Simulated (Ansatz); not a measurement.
# Ge2Sb2Te5: the cost of one run

Program: Ansatz 0.2.0. Level of theory: DFT PBEsol, scalar-relativistic, plane waves, PAW. These are calculated values, not measurements.

### 1 Starting point

Symmetry: P-3m1, No. 164, trigonal system. The conventional cell has a = 4.232 Å, b = 4.232 Å, c = 16.849 Å, α = 90.00°, β = 90.00°, γ = 120.00°. Te (site symmetry -3m) is surrounded by 6 Ge at 2.98 Å. Around Ge (site symmetry 3m) lie 6 Te at 2.95 to 2.98 Å. Around Te (site symmetry 3m) lie 3 Ge at 2.95 Å and 3 Sb at 3.16 Å. Sb (site symmetry 3m) is surrounded by 6 Te at 2.99 to 3.16 Å. Te (site symmetry 3m) has 3 Sb at 2.99 Å as nearest neighbours.

As a file:

```cif
data_structure
_symmetry_space_group_name_H-M 'P-3m1'
_symmetry_Int_Tables_number 164
_cell_length_a 4.2318
_cell_length_b 4.2318
_cell_length_c 16.8489
_cell_angle_alpha 90.000
_cell_angle_beta 90.000
_cell_angle_gamma 120.000
_cell_volume 261.31
loop_
_atom_site_label
_atom_site_type_symbol
_atom_site_symmetry_multiplicity
_atom_site_Wyckoff_symbol
_atom_site_fract_x
_atom_site_fract_y
_atom_site_fract_z
_atom_site_occupancy
Te1 Te 1 a 0.00000 0.00000 0.00000 1
Ge1 Ge 2 d 0.33333 0.66667 0.10077 1
Te2 Te 2 d 0.66667 0.33333 0.19939 1
Sb1 Sb 2 c 0.00000 0.00000 0.31830 1
Te3 Te 2 d 0.33333 0.66667 0.42088 1
```

### 2 Relaxing cell and atoms: Ge2Sb2Te5, no spin

input.yaml

```yaml
crystal:
  lattice:
    - [4.231809, 0.0, 0.0]
    - [-2.115904, 3.664854, 0.0]
    - [0.0, 0.0, 16.848888]
  atoms:
    - { symbol: Te, position: [0.0, 1.0, 0.0] }
    - { symbol: Ge, position: [0.333333, 0.666667, 0.100769] }
    - { symbol: Te, position: [0.666667, 0.333333, 0.199394] }
    - { symbol: Sb, position: [1.0, 1.0, 0.318302] }
    - { symbol: Te, position: [0.333333, 0.666667, 0.420877] }
    - { symbol: Te, position: [0.666667, 0.333333, 0.579123] }
    - { symbol: Sb, position: [1.0, 0.0, 0.681698] }
    - { symbol: Te, position: [0.333333, 0.666667, 0.800606] }
    - { symbol: Ge, position: [0.666667, 0.333333, 0.899231] }
scf:
  occupations: { method: gaussian, width: 0.03 }
output:
  forces: true
  stress: true
  eigenvalues: true
hamiltonian:
  xc: pbesol
kpoints:
  mp_grid: { grid: [10, 10, 2] }
relax:
  f_tol: 0.001
  max_steps: 60
  cell: { stress_tol: 0.02, p_target: 0 }
```

On the command line:

```
$ ansatz run input.yaml --threads 8 --pin off --max-ram 20480MiB --backend cpu --events-out ev --progress --plain --runs-dir out
```

What time and memory should one allow on 8 threads of Intel Xeon Platinum 8375C at 2.90GHz (Ice Lake), shared host?

About 26 s, with a peak of 1.6 GiB.
